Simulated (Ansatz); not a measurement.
# C₂H₅BS: up Jacob's ladder to CCSD(T)

Aim: compute C₂H₅BS with functionals from several rungs and with coupled cluster, and see how far each lands from CCSD(T) at the basis-set limit for the atomisation energy.

Program: Ansatz 0.2.0, Gaussian basis. Level of theory: functionals in def2-TZVPP, the program's frozen cores in correlated methods. These are calculated values, not measurements.

The runs, in order: LDA (SPW92), PBE-D4, revPBE-D4, BLYP-D4, r2SCAN-D4, B97M-V, PBE0-D4, B3LYP-D4, r2SCANh-D4, r2SCAN0-D4, HSE06-D4, BHLYP-D4, CAM-B3LYP-D4, LC-ωPBE, ωB97X-V, ωB97M-V, B2PLYP, PBE-QIDH; CCSD(T)/def2-SVP; CCSD(T)/def2-TZVPP; MP2/def2-QZVPP; extrapolation to the limit; RPA on PBE.

### Step 1. The geometry

All runs share one geometry, relaxed beforehand with PBE0-D4 in a triple-zeta def2 set.

9 atoms, charge 0, spin multiplicity 1.

Atoms are counted from 1 here; the program's logs count them from 0.

Bond lengths: C1–B2 1.567 Å, C1–H5 1.091 Å, C1–H6 1.099 Å, C1–H7 1.093 Å, B2–C3 1.533 Å, B2–H8 1.200 Å, C3–S4 1.621 Å, C3–H9 1.088 Å. Angles: B2–C1–H5 114.4°, B2–C1–H6 107.2°, B2–C1–H7 111.9°, H5–C1–H6 107.7°, H5–C1–H7 109.1°, H6–C1–H7 106.0°, C1–B2–C3 122.9°, C1–B2–H8 120.7°, C3–B2–H8 116.4°, B2–C3–S4 97.1°, B2–C3–H9 138.4°, S4–C3–H9 124.4°.

### Step 2. LDA

This LDA is Slater exchange with PW92 correlation.

in.yaml

```yaml
crystal:
  periodic: [false, false, false]
  atoms:
    - {symbol: C, position_ang: [-1.069561, 0.403765, -0.395018]}
    - {symbol: B, position_ang: [0.001122, -0.492380, 0.316433]}
    - {symbol: C, position_ang: [1.457678, -0.055311, 0.506563]}
    - {symbol: S, position_ang: [2.050436, -0.738991, -0.837807]}
    - {symbol: H, position_ang: [-0.656433, 1.254900, -0.938771]}
    - {symbol: H, position_ang: [-1.735837, 0.797119, 0.385405]}
    - {symbol: H, position_ang: [-1.704555, -0.177337, -1.067851]}
    - {symbol: H, position_ang: [-0.305325, -1.550302, 0.793143]}
    - {symbol: H, position_ang: [2.050976, 0.512236, 1.220902]}
basis:
  gaussian: {orbitals: def2-TZVPP}
hamiltonian: {xc: lda}
output: {orbitals: {seedname: orbitals}}
```

Started as:

```sh
$ ansatz run in.yaml --threads 2 --pin off --events-out ev --progress --plain --max-ram 4352MiB
```

After this run come: PBE-D4 (GGA); revPBE-D4 (GGA); BLYP-D4 (GGA); r2SCAN-D4 (meta-GGA); B97M-V (meta-GGA); B3LYP-D4 (hybrid); r2SCANh-D4 (hybrid); r2SCAN0-D4 (hybrid); HSE06-D4 (hybrid); BHLYP-D4 (hybrid); CAM-B3LYP-D4 (range-separated); LC-ωPBE (range-separated); ωB97X-V (range-separated); ωB97M-V (range-separated); B2PLYP (double hybrid); PBE-QIDH (double hybrid); CCSD(T) in def2-SVP; CCSD(T) in def2-TZVPP; MP2 in def2-QZVPP; RPA on PBE orbitals.

**Question.** What will the summary of the whole plan be? Wanted: atomisation energy, CCSD(T)/CBS; farthest beyond LDA; mean size of error, GGA; mean size of error, meta-GGA; mean size of error, hybrid; mean size of error, range-separated; mean size of error, double hybrid; gap, smallest and largest; T1 diagnostic.

As calculated:

| quantity | value |
| --- | --- |
| atomisation energy, CCSD(T)/CBS | 3365.7 kJ/mol |
| functionals within 16.8 kJ/mol (0.5 %) | r2SCAN0-D4, LC-ωPBE, ωB97X-V, B2PLYP, PBE-QIDH |
| farthest beyond LDA | PBE-D4 (+106.3 kJ/mol) |
| mean size of error, GGA | 51.5 kJ/mol |
| mean size of error, meta-GGA | 45.2 kJ/mol |
| mean size of error, hybrid | 36.5 kJ/mol |
| mean size of error, range-separated | 18.1 kJ/mol |
| mean size of error, double hybrid | 11.6 kJ/mol |
| gap, smallest and largest | 2.23 eV (LDA (SPW92)), 9.29 eV (LC-ωPBE) |
| T1 diagnostic | 0.0185 |
| triples share of the correlation energy | 4.7 % |

**Reading.** LDA overbinds by 501.4 kJ/mol (15 %). PBE-D4 misses by +106.3 kJ/mol. Double hybrids carry the basis error of their MP2 part in triple zeta, and no dispersion term here, so their miss is partly the set-up's. By mean error the best rung here is double hybrid (11.6 kJ/mol) and the worst beyond LDA is GGA (51.5 kJ/mol). The gap between the best rungs is small, so their order is not settled. Misses under about 16.8 kJ/mol are within the doubt on the reference itself, which lacks core-valence correlation, relativity and higher excitations. Hartree-Fock recovers 75 % of the binding; the rest is correlation. CCSD(T) in def2-SVP is off by -146.6 kJ/mol, more than most functionals: a good method in a small basis is no reference. The gap grows from 2.2 to 9.3 eV across the functionals, mostly with the share of exact exchange. The restricted reference is unstable towards a spin-broken one.
